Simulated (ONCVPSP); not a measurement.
# An ONCV potential for Cu, from input to tests

Task: generate the file, and judge it by its errors in other configurations, its logarithmic derivatives, its ghosts and its cutoff.

Method: ONCVPSP 4.0.1.1 (patched build), PBE, scalar-relativistic.

### 1 Starting point

The settings as typed:

```json
{"element": "copper (Cu, Z = 29)", "type": "optimised norm-conserving Vanderbilt (ONCV)", "frozen core": "[Ne] 3s2", "valence charge": "17", "reference configuration": "3p6 3d10 4s0.5 (charge +0.5)", "partial waves": "4s: rc 1.75 bohr, ncon 4, nbas 7, qcut 4.7 1/bohr, 1 projector; 3p: rc 1.10 bohr, ncon 3, nbas 7, qcut 11.2 1/bohr, 1 projector; 3d: rc 1.00 bohr, ncon 4, nbas 9, qcut 19 1/bohr, 2 projectors, debl 1 Ha", "local potential": "polynomial inside 0.75 bohr (lpopt 3, dvloc0 1 Ha)", "core correction": "Teter function, fcfact 4.5, rcfact 1.1"}
```

An earlier all-electron run gives the scale for the radii.

All-electron outer shells of the reference configuration (PBE, scalar-relativistic, ld1.x):

| shell | level (eV) | outermost node (bohr) | outermost maximum (bohr) |
| --- | --- | --- | --- |
| 3s | -118.78 | 0.29 | 0.61 |
| 3p | -76.24 | 0.26 | 0.62 |
| 3d | -9.13 | – | 0.60 |
| 4s | -8.10 | 0.89 | 2.19 |
| 4p | -3.42 | 0.97 | 3.10 |

### 2 Generating the potential

The input, Cu.dat:

```
# ATOM AND REFERENCE CONFIGURATION
# atsym  z   nc   nv     iexc    psfile
  Cu 29.00    4    3        4      upf
#
#   n    l    f
    1    0    2.00
    2    0    2.00
    2    1    6.00
    3    0    2.00
    3    1    6.00
    3    2   10.00
    4    0    0.50
#
# PSEUDOPOTENTIAL AND OPTIMIZATION
# lmax
    2
#
#   l,   rc,      ep,       ncon, nbas, qcut
    0    1.75    0.00    4    7    4.70
    1    1.10    0.00    3    7   11.20
    2    1.00    0.00    4    9   19.00
#
# LOCAL POTENTIAL
# lloc, lpopt,  rc(5),   dvloc0
    4    3    0.75    1.00
#
# VANDERBILT-KLEINMAN-BYLANDER PROJECTORs
# l, nproj, debl
    0    1    2.90
    1    1    2.50
    2    2    1.00
#
# MODEL CORE CHARGE
# icmod, fcfact, rcfact
    3    4.50    1.10
#
# LOG DERIVATIVE ANALYSIS
# epsh1, epsh2, depsh
   -4.00    5.00    0.02
#
# OUTPUT GRID
# rlmax, drl
    6.00    0.01
#
# TEST CONFIGURATIONS
# ncnf
    4
# nvcnf
#   n    l    f
    3
    3    1    6.00
    3    2   10.00
    4    0    1.00
#
    3
    3    1    6.00
    3    2   10.00
    4    0    0.00
#
    3
    3    1    6.00
    3    2    9.00
    4    0    0.00
#
    3
    3    1    6.00
    3    2    9.00
    4    0    2.00
#
```

Launch:

```
$ oncvpsp.x < Cu.dat > Cu.out
```

**Question.** What will these runs give? Wanted: cutoffs for 1 and 0.1 mHa per electron, occupied waves; bound ghosts; GHOST(+) flags; largest test error; largest phase difference near zero energy, channels read; rms error of d²Exc/dn², without and with the model core.

As calculated:

```
                                                quantity                     value
  cutoffs for 1 and 0.1 mHa per electron, occupied waves         118 Ha and 136 Ha
                                            bound ghosts           s at -190.81 eV
                                          GHOST(+) flags        none at low energy
                            largest test error (AE − PS)  -70 meV, for 3p6 3d9 4s2
largest phase difference near zero energy, channels read                 0.013 rad
 rms error of d²Exc/dn², without and with the model core         3.34 and 3.07 mHa
```

What this shows: A bound ghost (s) makes it unfit for use: electrons can fall into a state that the atom doesn't have. By total energies transferability is fair: the largest error is 70 meV on 1.2 eV, for 3p6 3d9 4s2. The potential is very hard: the looser tolerance needs 118 Ha. At the looser tolerance the 3d wave is the slowest; 3p needs 44 Ha. Near zero energy the phases of the channels with partial waves agree within 0.013 rad. All of this concerns the isolated atom, not yet a solid.
